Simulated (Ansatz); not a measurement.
## K3Ge under changes of volume

One of the cells (40.060 Å³/atom); the others are scaled copies at fixed shape and fractional positions:

```
Ge K
1.0
     0.00000    4.31101    4.31101
     4.31101    0.00000    4.31101
     4.31101    4.31101    0.00000
Ge K
1 3
Cartesian
  0.0000 0.0000 0.0000
  4.3110 4.3110 4.3110
  6.4665 6.4665 6.4665
  2.1555 2.1555 2.1555
```

The cell comes from a database or a generator and needn't be the stable form of this composition.

- Program: Ansatz 0.2.0
- Functional: PBE
- Potentials or basis: Ansatz PAW
- Cutoff: 420 eV (not typed: the program's choice for these potentials)
- k mesh: 6 × 6 × 6
- Occupations: fermi-dirac, width 0.05 eV
- Spin: no spin polarisation

```csv
volume (Å³/atom),energy over the lowest point (meV/atom),pressure (GPa)
37.656,?,?
38.457,2.42,0.4
39.258,0.73,0.2
40.060,0.00,0.0
40.861,0.14,-0.1
41.662,1.08,-0.3
42.463,2.78,-0.4
```

What does the run at 37.656 Å³/atom give?

Energy over the lowest point 5.21 meV/atom; pressure 0.7 GPa.

Worked out: A Birch-Murnaghan fit of order 3 (a polynomial in V^(-2/3)) to the other rows has its minimum at 40.33 Å³/atom with B0 = V·E''(V) = 8.6 GPa and B' = 3.0. It gives 5.13 meV/atom at 37.656 Å³/atom, against the run's 5.21, and -dE/dV = 0.7 GPa, against 0.7.

Energies are extrapolated to zero smearing.
